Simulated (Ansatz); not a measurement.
# CHGeSi (quartet): wave-function methods side by side, cc-pVDZ

An exercise on one series of results from a longer session: the logs are not shown, and one member is left open.

Computed with Ansatz 0.2.0, Gaussian basis. Level: cc-pVDZ, core rule «outside noble gas», up to 20 orbitals frozen.

Plan: UHF; CCSD(T) on ROHF; CCSD(T) on UHF; BCCD(T) on ROHF; CISD as a restricted active space (open shells left free, so some higher excitations enter); CCSDT(Q) on ROHF; CCSDT(Q) on UHF.

22 further runs of the same task are left out: 7 that didn't finish, 15 set aside as unsound or not needed. Runs told in other sessions of the task aren't counted.

## What is computed

The geometry is a PBE0/def2-TZVP stationary point (not a proven minimum). No spin-orbit coupling is included. The filled d shell of Ge may be among the frozen orbitals whatever the setting's name suggests.

4 atoms, charge 0, spin multiplicity 4.

Atoms are counted from 1 here; the program's logs count them from 0.

Bond lengths: C1–Si2 1.737 Å, Si2–Ge3 2.247 Å, Si2–H4 1.700 Å, Ge3–H4 1.787 Å. Angles: C1–Si2–Ge3 161.9°, C1–Si2–H4 110.3°, Ge3–Si2–H4 51.6°, Si2–Ge3–H4 48.2°, Si2–H4–Ge3 80.2°.

The first run:

in.yaml reads:

```yaml
crystal:
  periodic: [false, false, false]
  atoms:
    - {symbol: C, position_ang: [0.000000, 0.201284, 2.951795]}
    - {symbol: Si, position_ang: [0.000000, -0.185302, 1.258644]}
    - {symbol: Ge, position_ang: [0.000000, 0.021187, -0.979275]}
    - {symbol: H, position_ang: [0.000000, 1.237918, 0.329124]}
basis:
  gaussian: {orbitals: cc-pVDZ}
magnetization: {spin_polarized: true, initial_magnetization: 3}
hamiltonian: {xc: hf}
output: {orbitals: {seedname: orbitals}}
```

The run is started by

```console
$ ansatz run in.yaml --threads 1 --pin off --events-out ev --progress --plain --max-ram 2393MiB
```

Steps of the session up to this table: UHF; CCSD(T) on ROHF; CCSD(T) on UHF; BCCD(T) on ROHF; CISD as a restricted active space (open shells left free, so some higher excitations enter); CCSDT(Q) on ROHF; CCSDT(Q) on UHF.

One of the session's tables, all rows but one given; the rest of the session is left out.

It belongs to the step «Misses and costs». 

```
   method  from RCCSDT(Q) (meV)
     ROHF               +8479.9
      UHF               +7722.7
     RMP2               +1926.4
     UMP2               +1966.4
     CISD               +1659.0
    RCCSD                +570.6
    UCCSD                +514.4
 RCCSD(T)                +123.3
 UCCSD(T)                +133.3
  BCCD(T)                +118.5
   RCCSDT                 +50.1
   UCCSDT                     ?
RCCSDT(Q)                     0
UCCSDT(Q)                  -5.2
```

Q: Estimate the row for UCCSDT from the others.

As computed: from RCCSDT(Q) (meV): +38.0. In the column «from RCCSDT(Q) (meV)» it lies between RCCSDT(Q) (0) and RCCSDT (+50.1).

With the free atoms at the same levels and basis (separate runs), the atomisation energy is 7.492 eV at RCCSDT(Q), 7.399 eV at RCCSD(T), 7.377 eV at UCCSD(T), 4.664 eV at ROHF.

To keep in mind: The determinant of HF (⟨S²⟩ 4.27) is far from a pure spin state, so its energy mixes those of several spin states; that is harmless only where they are near-degenerate. The determinant of CCSD(T) (⟨S²⟩ 4.27) is far from a pure spin state, so its energy mixes those of several spin states; high orders of coupled cluster remove much of that, low ones don't. The determinant of CCSDT(Q) (⟨S²⟩ 4.27) is far from a pure spin state, so its energy mixes those of several spin states; high orders of coupled cluster remove much of that, low ones don't. Warnings: spin contamination; large T1 diagnostic. Restricted and unrestricted rows rest on different reference determinants; a gap between their highest levels can come from leftover correlation error, from unlike frozen cores or from another state.
